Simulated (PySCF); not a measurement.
# C₂H₉GaO: electronic excitations and core binding energies

What electronic excitations and core binding energies should C₂H₉GaO (`C[O+](C)[GaH3-]`) show?

Computed with PySCF 2.14.0, with density-fitted response routines of our own, on a single molecule in the gas phase. Atoms count from 0, in the outputs and in this text.

## (1) The molecule as given

13 atoms, charge 0, multiplicity 1; geometry from: GFN2-xTB.

Bonds of the start (Å): C0–O1 1.41, O1–C2 1.41, O1–Ga3 2.09, C0–H4 1.09, C0–H5 1.09, C0–H6 1.09, C2–H7 1.09, C2–H8 1.09, C2–H9 1.09, Ga3–H10 1.55, Ga3–H11 1.55, Ga3–H12 1.55.

## (2) Excited states and response: CAM-B3LYP/def2-SVPD

What the job is given:

```
{"job": {"kind": "uv", "xc": "CAM-B3LYP", "basis": "def2-SVPD", "nstates": 8, "ntriplets": 3}, "charge": 0, "multiplicity": 1}
C     -0.319566     1.499777     0.026934
O     -0.109761     0.105092    -0.085826
C     -1.281495    -0.666606     0.096528
Ga     1.727466    -0.885515    -0.152571
H     -0.709227     1.756933     1.016894
H     -1.017029     1.844809    -0.743079
H      0.652898     1.971073    -0.117282
H     -1.711212    -0.493824     1.088016
H     -2.022879    -0.427839    -0.672991
H     -0.979846    -1.711910     0.005617
H      2.575797     0.329113    -0.610259
H      1.339776    -1.969214    -1.194151
H      1.850691    -1.351403     1.324441
```

With the program's defaults for keys left out, this is: TDDFT CAM-B3LYP/def2-SVPD, vertical, gas phase, core orbitals frozen in the response.

**Question.** After this job, these run on its result: delta-SCF UKS SCAN, pcX-2 on the ionised atom, pcseg-1 elsewhere, spin-free X2C. What will the session give for the following? lowest singlet (CAM-B3LYP/def2-SVPD); brightest single state of those computed; lowest triplet; C1s binding energies, SCAN/pcX-2; O1s binding energies, SCAN/pcX-2.

As calculated:

```
                                quantity                        value
    lowest singlet (CAM-B3LYP/def2-SVPD)  6.47 eV (192 nm), f = 0.003
brightest single state of those computed  state 3, 7.16 eV, f = 0.144
                          lowest triplet                      6.04 eV
        C1s binding energies, SCAN/pcX-2                 C0 293.08 eV
        O1s binding energies, SCAN/pcX-2                 O1 539.98 eV
```

What this shows: The first singlet state (HOMO→LUMO+1 0.69, HOMO→LUMO 0.22) lies at 6.47 eV and is weak; of the 8 states computed, the strongest absorption comes from state 3 at 7.16 eV. The lowest triplet lies 0.43 eV below the lowest singlet (triplets in Tamm-Dancoff, singlets in full TDDFT).
